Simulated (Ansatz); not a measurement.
# CH6BNOSi: one species, many methods

The task here is to estimate one member of a computed series from the others.

The runs use Ansatz 0.2.0, Gaussian basis; functionals in def2-TZVPP, the program's frozen cores in correlated methods.

Levels to be run: PBE-D4, r2SCAN-D4, PBE0-D4, B3LYP-D4, ωB97X-V, ωB97M-V, B2PLYP; CCSD(T)/def2-TZVPP; MP2/def2-QZVPP; extrapolation to the limit.

**The geometry**

All runs share one geometry, relaxed beforehand with PBE0-D4 in a triple-zeta def2 set.

SMILES `CB1O[SiH]1N`, 11 atoms, charge 0, spin multiplicity 1.

Atoms are counted from 1 here; the program's logs count them from 0.

Bond lengths: C1–B2 1.549 Å, C1–H6 1.094 Å, C1–H7 1.093 Å, C1–H8 1.094 Å, B2–O3 1.354 Å, B2–Si4 1.897 Å, O3–Si4 1.745 Å, Si4–N5 1.696 Å, Si4–H9 1.480 Å, N5–H10 1.006 Å, N5–H11 1.005 Å. Angles: B2–C1–H6 110.5°, B2–C1–H7 112.1°, B2–C1–H8 110.2°, H6–C1–H7 109.0°, H6–C1–H8 106.1°, H7–C1–H8 108.8°, C1–B2–O3 132.0°, C1–B2–Si4 165.6°, O3–B2–Si4 62.3°, B2–O3–Si4 74.3°, B2–Si4–O3 43.4°, B2–Si4–N5 127.2°, B2–Si4–H9 126.2°, O3–Si4–N5 118.8°, O3–Si4–H9 109.0°, N5–Si4–H9 106.4°, Si4–N5–H10 122.6°, Si4–N5–H11 123.0° and more.

As a file:

```xyz
11
charge 0, multiplicity 1
C    -1.3330   -1.7336    0.4602
B    -0.3676   -0.5230    0.4427
O     0.9057   -0.3729    0.8776
Si    0.4625    1.1622    0.1753
N     1.2808    1.6936   -1.2119
H    -2.2653   -1.4726    0.9695
H    -0.8909   -2.6043    0.9515
H    -1.6127   -2.0096   -0.5614
H     0.6309    2.2241    1.1919
H     2.0401    2.3527   -1.1748
H     1.2150    1.2266   -2.0997
```

Set-up of the first run:

Input file in.yaml:

```yaml
crystal:
  periodic: [false, false, false]
  atoms:
    - {symbol: C, position_ang: [-1.333013, -1.733641, 0.460167]}
    - {symbol: B, position_ang: [-0.367623, -0.522994, 0.442664]}
    - {symbol: O, position_ang: [0.905724, -0.372907, 0.877602]}
    - {symbol: Si, position_ang: [0.462481, 1.162172, 0.175306]}
    - {symbol: N, position_ang: [1.280834, 1.693572, -1.211919]}
    - {symbol: H, position_ang: [-2.265339, -1.472618, 0.969488]}
    - {symbol: H, position_ang: [-0.890940, -2.604298, 0.951472]}
    - {symbol: H, position_ang: [-1.612701, -2.009630, -0.561368]}
    - {symbol: H, position_ang: [0.630915, 2.224090, 1.191943]}
    - {symbol: H, position_ang: [2.040056, 2.352745, -1.174782]}
    - {symbol: H, position_ang: [1.215004, 1.226609, -2.099673]}
basis:
  gaussian: {orbitals: def2-TZVPP}
hamiltonian: {xc: pbe, dispersion: d4}
output: {forces: true, orbitals: {seedname: orbitals}}
```

The run is started by

```
$ ansatz run in.yaml --threads 4 --pin off --events-out ev --progress --plain --max-ram 10444MiB
```

Steps of the session up to this table: PBE-D4 (GGA); r2SCAN-D4 (meta-GGA); PBE0-D4 (hybrid); B3LYP-D4 (hybrid); ωB97X-V (range-separated); ωB97M-V (range-separated); B2PLYP (double hybrid); CCSD(T) in def2-TZVPP; MP2 in def2-QZVPP.

One table of the session follows, with a row left open; its other results are not shown here.

| method | atomisation energy (kJ/mol) |
| --- | --- |
| PBE-D4 | 4322.9 |
| r2SCAN-D4 | ? |
| PBE0-D4 | 4239.2 |
| B3LYP-D4 | 4240.5 |
| ωB97X-V | 4252.7 |
| ωB97M-V | 4258.6 |
| B2PLYP | 4198.0 |
| HF/def2-TZVPP | 3053.4 |
| MP2/def2-TZVPP | 4192.9 |
| CCSD/def2-TZVPP | 4043.2 |
| CCSD(T)/def2-TZVPP | 4109.1 |
| MP2/CBS | 4312.0 |
| CCSD(T)/CBS | 4228.2 |

**Question.** Estimate the row for r2SCAN-D4.

**Answer.** atomisation energy (kJ/mol): 4252.0. In the column «atomisation energy (kJ/mol)» it lies between B3LYP-D4 (4240.5) and ωB97X-V (4252.7).

To keep in mind: Free atoms (1 C, 1 B, 1 O, 1 Si, 1 N, 6 H) were run apart at each level; the atomisation energy is their sum less the molecule, without zero-point or spin-orbit terms.
